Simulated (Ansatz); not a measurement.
# ScO (sextet): from Hartree-Fock to the top rungs, def2-SVP

Aim: climb from Hartree-Fock through coupled cluster for ScO (sextet) at one geometry and basis, and see what each rung misses.

The runs use Ansatz 0.2.0, Gaussian basis; def2-SVP, core rule «outside noble gas», up to 10 orbitals frozen.

The runs, in order: UHF; CCSD(T) on ROHF; CCSD(T) on UHF; CISD; CCSDT(Q) on ROHF; CCSDT(Q) on UHF; CCSDTQ on ROHF.

17 further runs of the same task are left out: 12 for a known fault of the program, 5 set aside as unsound or not needed.

## 1. What is computed

The geometry is a PBE0/def2-TZVP stationary point (not a proven minimum) of the parent state, kept for this charge and spin.

2 atoms, charge 0, spin multiplicity 6.

Atoms are counted from 1 here; the program's logs count them from 0.

Bond lengths: Sc1–O2 1.945 Å.

## 2. UHF

Contents of in.yaml:

```yaml
crystal:
  periodic: [false, false, false]
  atoms:
    - {symbol: Sc, position_ang: [0.000000, 0.000000, 0.000000]}
    - {symbol: O, position_ang: [0.000000, 0.000000, 1.944800]}
basis:
  gaussian: {orbitals: def2-SVP}
magnetization: {spin_polarized: true, initial_magnetization: 5}
hamiltonian: {xc: hf}
output: {orbitals: {seedname: orbitals}}
```

Command:

```sh
> ansatz run in.yaml --threads 1 --pin off --events-out ev --progress --plain --max-ram 2816MiB --backend cpu
```

The runs that follow: CCSD(T) on ROHF; CCSD(T) on UHF; CISD; CCSDT(Q) on ROHF; CCSDT(Q) on UHF; CCSDTQ on ROHF.

**Question.** What will the summary of the whole plan be? Wanted: RCCSDTQ below the RHF energy; RMP2 from RCCSDTQ; UMP2 from RCCSDTQ; RCCSD from RCCSDTQ; RCCSD(T) from RCCSDTQ; UCCSD(T) from RCCSDTQ; RCCSDT(Q) from RCCSDTQ; UCCSDT(Q) from RCCSDTQ; T1 diagnostic.

**Answer**, as computed:

| quantity | value |
| --- | --- |
| RCCSDTQ below the RHF energy | -3.9383 eV |
| RMP2 from RCCSDTQ | +15.21 kcal/mol |
| UMP2 from RCCSDTQ | +13.92 kcal/mol |
| RCCSD from RCCSDTQ | +1.88 kcal/mol |
| RCCSD(T) from RCCSDTQ | +0.81 kcal/mol |
| UCCSD(T) from RCCSDTQ | -0.37 kcal/mol |
| RCCSDT(Q) from RCCSDTQ | +0.04 kcal/mol |
| UCCSDT(Q) from RCCSDTQ | -0.85 kcal/mol |
| levels within 1 kcal/mol (43 meV) | UCCSD, RCCSD(T), UCCSD(T), RCCSDT, UCCSDT, RCCSDT(Q), UCCSDT(Q) |
| T1 diagnostic | 0.037 |

**Reading.** RCCSD(T) lands +0.81 kcal/mol from the yardstick (0.9 % of the correlation energy). CCSD(T) misses by +0.81 kcal/mol on the restricted determinant and by -0.37 kcal/mol on the unrestricted one; the two need not hold the same state or core. These misses are within one basis, not against nature; the frozen cores of restricted and unrestricted runs differ, which can shift their rows.
